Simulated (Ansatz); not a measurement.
# C₂H₆FMgN: basis-set convergence

Aim: see how fast density functionals converge with the basis set for C₂H₆FMgN.

Method: one geometry, several basis sets; program: Ansatz 0.2.0, Gaussian basis.

Levels to be run: PBE0-D4/def2-SVP; ωB97M-V/def2-SVP; PBE0-D4/def2-QZVPP; ωB97M-V/def2-QZVPP; the functionals' def2-TZVPP values are taken from earlier runs.

### 1 The relaxed structure

An earlier PBE0-D4 in a triple-zeta def2 set relaxation fixed the geometry.

SMILES `C[N](C)[Mg][F]`, 11 atoms, charge 0, spin multiplicity 1.

Atoms are counted from 1 here; the program's logs count them from 0.

Bond lengths: C1–N2 1.440 Å, C1–H6 1.103 Å, C1–H7 1.103 Å, C1–H8 1.096 Å, N2–C3 1.440 Å, N2–Mg4 1.887 Å, C3–H9 1.103 Å, C3–H10 1.096 Å, C3–H11 1.103 Å, Mg4–F5 1.755 Å. Angles: N2–C1–H6 112.3°, N2–C1–H7 112.2°, N2–C1–H8 111.7°, H6–C1–H7 106.5°, H6–C1–H8 106.9°, H7–C1–H8 106.9°, C1–N2–C3 110.7°, C1–N2–Mg4 124.7°, C3–N2–Mg4 124.6°, N2–C3–H9 112.3°, N2–C3–H10 111.7°, N2–C3–H11 112.2°, H9–C3–H10 106.9°, H9–C3–H11 106.5°, H10–C3–H11 106.9°, N2–Mg4–F5 180.0°.

### 2 PBE0-D4 in def2-SVP

Contents of in.yaml:

```yaml
crystal:
  periodic: [false, false, false]
  atoms:
    - {symbol: C, position_ang: [-1.025951, -0.508699, 0.665732]}
    - {symbol: N, position_ang: [-0.039018, 0.153046, -0.147147]}
    - {symbol: C, position_ang: [1.276976, -0.358629, 0.134144]}
    - {symbol: Mg, position_ang: [-0.416907, 1.508245, -1.404432]}
    - {symbol: F, position_ang: [-0.767890, 2.767820, -2.574333]}
    - {symbol: H, position_ang: [-0.841672, -0.368323, 1.744447]}
    - {symbol: H, position_ang: [-1.048980, -1.597797, 0.490871]}
    - {symbol: H, position_ang: [-2.035434, -0.132991, 0.464074]}
    - {symbol: H, position_ang: [1.566393, -0.211363, 1.188580]}
    - {symbol: H, position_ang: [2.042291, 0.132710, -0.477231]}
    - {symbol: H, position_ang: [1.355389, -1.441120, -0.064107]}
basis:
  gaussian: {orbitals: def2-SVP}
hamiltonian: {xc: pbe0, dispersion: d4}
output: {orbitals: {seedname: orbitals}}
```

The run is started by

```sh
ansatz run in.yaml --threads 4 --pin off --events-out ev --progress --plain --max-ram 10444MiB
```

After this run come: ωB97M-V in def2-SVP; PBE0-D4 in def2-QZVPP; ωB97M-V in def2-QZVPP.

Before running them: what should the planned runs give, taken together? Wanted: PBE0-D4: double and triple zeta above quadruple; ωB97M-V: double and triple zeta above quadruple.

**Answer**, as computed:

| quantity | value |
| --- | --- |
| PBE0-D4: double and triple zeta above quadruple | 9.97, 0.66 eV |
| ωB97M-V: double and triple zeta above quadruple | 10.16, 0.63 eV |

In words: PBE0-D4 gains 9.30 eV from double to triple zeta, then 0.66 eV more. Total energies overstate the basis error of differences, where much of it tends to cancel.
